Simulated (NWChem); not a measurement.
**r2SCAN/def2-SVP run of GeHBr (SMILES [GeH][Br])**

Aim: the vertical ionisation energy of GeHBr at r2SCAN/def2-SVP, from 2 runs. 

The results are computed with NWChem 7.3.0.

## 1. Starting point

GeHBr: 3 atoms, total charge 0, spin state singlet. As SMILES, `[GeH][Br]`. Geometry: relaxed at PBE0-D4/def2-TZVP.

Bond lengths: Ge1–Br2 2.339 Å, Ge1–H3 1.598 Å. Angles: Br2–Ge1–H3 93.3°.

## 2. The energy at r2SCAN/def2-SVP

nw.nw reads:

```
echo
start nw
memory stack 880 mb heap 220 mb global 1100 mb
geometry units au noautosym nocenter noautoz
   Ge   0.67916757  -1.62497549   0.17763426
   Br   1.27291952   2.67811986   0.99380697
   H   -1.97287407  -1.17578759  -1.19657458
end
basis spherical bse
   * library def2-SVP
end
dft
   xc r2scan
   grid fine
   convergence energy 1e-08
   maxiter 100
   mulliken
   noprint "final vectors analysis"
end
task dft energy
```

The run is started by

```
$ nwchem nw.nw > nw.out
```

Standard output:

```text
[...]
          Wavefunction type:  closed shell.
          No. of atoms     :     3
          No. of electrons :    68
[...]
          Charge           :     0
          Spin multiplicity:     1
[...]
          AO basis - number of functions:    69
[...]
              XC Information
              --------------
                      r^2SCAN Method XC Functional
               r^2SCAN metaGGA Exchange Functional  1.000
                     r^2SCAN Correlation Potential  1.000
[...]
 d= 0,ls=0.0,diis     1  -4651.1376147190 -4.92D+03  2.05D-02  3.17D-01     1.3
[...]
 d= 0,ls=0.0,diis     8  -4651.1818799459 -1.55D-09  5.07D-06  2.70D-07     7.2
         Total DFT energy =    -4651.181879945877
      One electron energy =    -7016.667691784662
           Coulomb energy =     2265.847961609214
    Exchange-Corr. energy =     -170.727518061802
 Nuclear repulsion energy =      270.365368291373
[...]
      Total Density - Mulliken Population Analysis
     ---------------------------------------------
    Atom       Charge   Shell Charges
 -----------   ------   -------------------------------------------------------
    1 Ge  32    31.66   2.00  2.00  2.00  1.51  0.36  6.00  5.98  0.99  0.74  8.09  1.80  0.21
    2 Br  35    35.24   2.00  2.00  1.99  1.43  0.54  6.00  5.98  2.36  2.92  8.19  1.74  0.09
    3 H    1     1.10   0.71  0.38  0.01
[...]
```

Run time: 8.4 s. Hardware: 1 thread of AMD EPYC 7R13 (Zen 3), shared host; peak memory 0.11 GiB.

## 3. The doublet cation at the same level

test.nw reads:

```
START test
TITLE "BrGeH"
memory total 2200 mb
charge 1

GEOMETRY units angstroms noautosym nocenter noautoz
  Ge       0.359400      -0.859900       0.094000
  Br       0.673600       1.417200       0.525900
  H       -1.044000      -0.622200      -0.633200
END

BASIS spherical bse
  * library def2-SVP
END

DFT
  xc r2scan
  mult 2
  grid fine
  convergence energy 1e-08
  maxiter 100
  mulliken
  noprint "final vectors analysis"
END

TASK dft energy
```

The run is started by

```
$ nwchem test.nw > test.out
```

Standard output:

```text
[...]
          Wavefunction type:  spin polarized.
          No. of atoms     :     3
          No. of electrons :    67
[...]
          Charge           :     1
          Spin multiplicity:     2
[...]
          AO basis - number of functions:    69
[...]
              XC Information
              --------------
                      r^2SCAN Method XC Functional
               r^2SCAN metaGGA Exchange Functional  1.000
                     r^2SCAN Correlation Potential  1.000
[...]
 d= 0,ls=0.0,diis     1  -4650.4172722206 -4.92D+03  2.90D-02  2.03D+00     1.6
[...]
 d= 0,ls=0.0,diis    13  -4650.8410164013 -1.14D-09  3.26D-07  1.98D-10    14.9
[...]
         Total DFT energy =    -4650.841016401319
      One electron energy =    -6998.367286614207
           Coulomb energy =     2247.576987906200
    Exchange-Corr. energy =     -170.416104944180
 Nuclear repulsion energy =      270.365387250867
[...]
      Total Density - Mulliken Population Analysis
     ---------------------------------------------
    Atom       Charge   Shell Charges
 -----------   ------   -------------------------------------------------------
    1 Ge  32    31.25   2.00  2.00  2.00  1.53  0.19  6.00  5.98  0.94  0.52  8.09  1.80  0.21
    2 Br  35    34.87   2.00  2.00  1.99  1.49  0.49  6.00  5.98  2.34  2.56  8.20  1.74  0.09
    3 H    1     0.87   0.64  0.22  0.01
[...]
      <S2> =      0.7592 (Exact =     0.7500)
[...]
```

It took 16 s on 1 thread of AMD EPYC 7R13 (Zen 3), shared host; peak memory 0.11 GiB.

## 4. Results

Level: r2SCAN/def2-SVP.

| quantity | value |
| --- | --- |
| singlet GeHBr: total energy | -4651.18188 Eh |
| singlet GeHBr: dipole moment | 1.51 D |
| doublet cation: total energy | -4650.84102 Eh |
| doublet cation: ⟨S²⟩ | 0.759 |
| vertical ionisation energy (to the doublet cation) | 9.275 eV |

In words: The vertical ionisation energy comes to 9.28 eV (214 kcal/mol). Mulliken charges (singlet GeHBr) run from -0.24 on Br2 to +0.34 on Ge1. Mulliken charges (doublet cation) run from +0.13 on Br2 to +0.75 on Ge1.
